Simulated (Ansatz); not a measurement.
# CH7ClGe2: the cost of one run

All numbers are computed with Ansatz 0.2.0, driven from Python. Level of theory: r2SCAN/6-31G*.

## (1) The structure

Bond lengths: Cl1–Ge2 2.166 Å, Ge2–C3 1.945 Å, C3–Ge4 1.945 Å, Ge2–H5 1.550 Å, Ge2–H6 1.550 Å, C3–H7 1.109 Å, C3–H8 1.109 Å, Ge4–H9 1.550 Å, Ge4–H10 1.550 Å, Ge4–H11 1.550 Å. Angles (14 of 18 angles, heavy atoms first): Cl1–Ge2–C3 109.7°, Ge2–C3–Ge4 109.6°, Cl1–Ge2–H5 109.6°, Cl1–Ge2–H6 109.3°, C3–Ge2–H5 109.4°, C3–Ge2–H6 109.2°, Ge2–C3–H7 109.4°, Ge2–C3–H8 109.5°, Ge4–C3–H7 109.3°, Ge4–C3–H8 109.5°, C3–Ge4–H9 109.4°, C3–Ge4–H10 109.3°, C3–Ge4–H11 109.4°, H5–Ge2–H6 109.5°.

No structure file is read: the coordinates are typed or built in the script.

## (2) The code

The input, energy_ch7clge2.py:

```python
from pathlib import Path

import ansatz as az
import numpy as np

GEOMETRY = '''
Cl    2.44010   -1.27380    0.55790
Ge    1.33580    0.58610    0.66480
C    -0.08140    0.58600   -0.66710
Ge   -1.36240   -0.81800   -0.25510
H     0.71610    0.74300    2.07690
H     2.29720    1.76960    0.38770
H    -0.59660    1.56820   -0.65640
H     0.35440    0.40730   -1.67140
H    -0.64770   -2.19300   -0.28480
H    -1.95610   -0.57350    1.15560
H    -2.49940   -0.80180   -1.30810
'''


def main() -> None:
    geometry = az.Crystal.molecule()
    for line in GEOMETRY.strip().splitlines():
        symbol, *xyz = line.split()
        geometry = geometry.atom(symbol, [float(v) for v in xyz])

    calculation = geometry.calculation()
    calculation = calculation.basis(gaussian='6-31G*')
    calculation = calculation.functional('r2scan')
    calculation = calculation.forces()
    calculation = calculation.orbitals()
    done = calculation.run(runs_dir='runs')
    summary = done.report

    print(f'E = {summary["free_energy_ev"]:.6f} eV = {summary["free_energy_ev"] / 27.211386246:.7f} Ha')
    print('converged:', summary['converged'], ' doubts:', summary['published_state_doubts'] or 'none')

    symbols = [site.symbol for site in geometry.cartesian_sites]
    print('forces (eV/A)')
    for symbol, f in zip(symbols, summary['forces_ev_ang']):
        print(f'  {symbol:2s} {f[0]:9.4f} {f[1]:9.4f} {f[2]:9.4f}')

    charges = summary['charge_distribution']
    dipole = np.array(charges['dipole_moment_e_ang']) * 4.803205
    print('dipole (D): {:.3f} {:.3f} {:.3f}, length {:.3f}'.format(*dipole, np.linalg.norm(dipole)))
    print('atom  Mulliken   Lowdin')
    for symbol, m, l in zip(symbols, charges['mulliken_charges_e'], charges['lowdin_charges_e']):
        print(f'{symbol:4s} {m:9.3f} {l:8.3f}')

    lines = Path(summary['orbitals_path']).read_text().splitlines()
    field_of = lambda key: [line.split('=')[1].strip() for line in lines if line.startswith(key)]
    orbitals = [(27.211386 * float(e), s, float(n)) for e, s, n in zip(field_of('Ene='), field_of('Spin='), field_of('Occup='))]
    homo = max(e for e, _, n in orbitals if n > 0.5)
    lumo = min(e for e, _, n in orbitals if n < 0.5)
    print(f'HOMO {homo:.3f} eV, LUMO {lumo:.3f} eV, gap {lumo - homo:.3f} eV')


if __name__ == '__main__':
    main()
```

## (3) Launch

Started as:

```
> python energy_ch7clge2.py
```

What time and memory should one allow on 1 thread of Arm Neoverse V1, shared host?

About 14 s, with a peak of 0.27 GiB.
